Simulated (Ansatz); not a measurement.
**AlAsH (quartet): from Hartree-Fock to the top rungs at a displaced geometry (v1), cc-pVDZ**

Aim: climb from Hartree-Fock through coupled cluster for AlAsH (quartet) at one geometry and basis, and see what each rung misses.

Method: cc-pVDZ, core rule «outside noble gas», up to 19 orbitals frozen; program: Ansatz 0.2.0, Gaussian basis.

The runs, in order: UHF; CCSD(T) on ROHF; CCSD(T) on UHF; BCCD(T) on ROHF; CISD; CCSDT(Q) on ROHF; CCSDT(Q) on UHF.

32 further runs of the same task are left out: 15 for a known fault of the program, 6 that didn't finish, 11 set aside as unsound or not needed.

## (1) What is computed

The geometry is a PBE0/def2-TZVP stationary point (not a proven minimum) with its atoms shifted at random (size 0.040 Å). No spin-orbit coupling is included. The filled d shell of As may be among the frozen orbitals whatever the setting's name suggests; the logs give the count.

3 atoms, charge 0, spin multiplicity 4.

Atoms are counted from 1 here; the program's logs count them from 0.

Bond lengths: Al1–As2 2.505 Å, Al1–H3 1.631 Å. Angles: As2–Al1–H3 112.3°.

## (2) UHF

Contents of in.yaml:

```yaml
crystal:
  periodic: [false, false, false]
  atoms:
    - {symbol: Al, position_ang: [0.000145, -0.106152, 1.814374]}
    - {symbol: As, position_ang: [-0.000688, 0.019798, -0.687143]}
    - {symbol: H, position_ang: [0.047276, 1.369992, 2.507311]}
basis:
  gaussian: {orbitals: cc-pVDZ}
magnetization: {spin_polarized: true, initial_magnetization: 3}
hamiltonian: {xc: hf}
output: {orbitals: {seedname: orbitals}}
```

Run with:

```bash
ansatz run in.yaml --threads 1 --pin off --events-out ev --progress --plain --max-ram 2393MiB
```

The runs that follow: CCSD(T) on ROHF; CCSD(T) on UHF; BCCD(T) on ROHF; CISD; CCSDT(Q) on ROHF; CCSDT(Q) on UHF.

Before running them: what should the planned runs give, taken together? Wanted: UCCSDT(Q) below the RHF energy; RMP2 from UCCSDT(Q); UMP2 from UCCSDT(Q); RCCSD from UCCSDT(Q); RCCSD(T) from UCCSDT(Q); UCCSD(T) from UCCSDT(Q); RCCSDT(Q) from UCCSDT(Q); T1 diagnostic.

The runs gave:

| quantity | value |
| --- | --- |
| UCCSDT(Q) below the RHF energy | -4.1137 eV |
| RMP2 from UCCSDT(Q) | +959.3 meV |
| UMP2 from UCCSDT(Q) | +961.0 meV |
| RCCSD from UCCSDT(Q) | +153.2 meV |
| RCCSD(T) from UCCSDT(Q) | +44.5 meV |
| UCCSD(T) from UCCSDT(Q) | +35.5 meV |
| RCCSDT(Q) from UCCSDT(Q) | +9.3 meV |
| levels within 1 kcal/mol (43 meV) | UCCSD(T), RCCSDT, UCCSDT, RCCSDT(Q) |
| T1 diagnostic | 0.031 |

RCCSD(T) misses by +44.5 meV, 1.1 % of the correlation energy. These misses are within one basis, not against nature; the frozen cores of restricted and unrestricted runs differ, which can shift their rows.
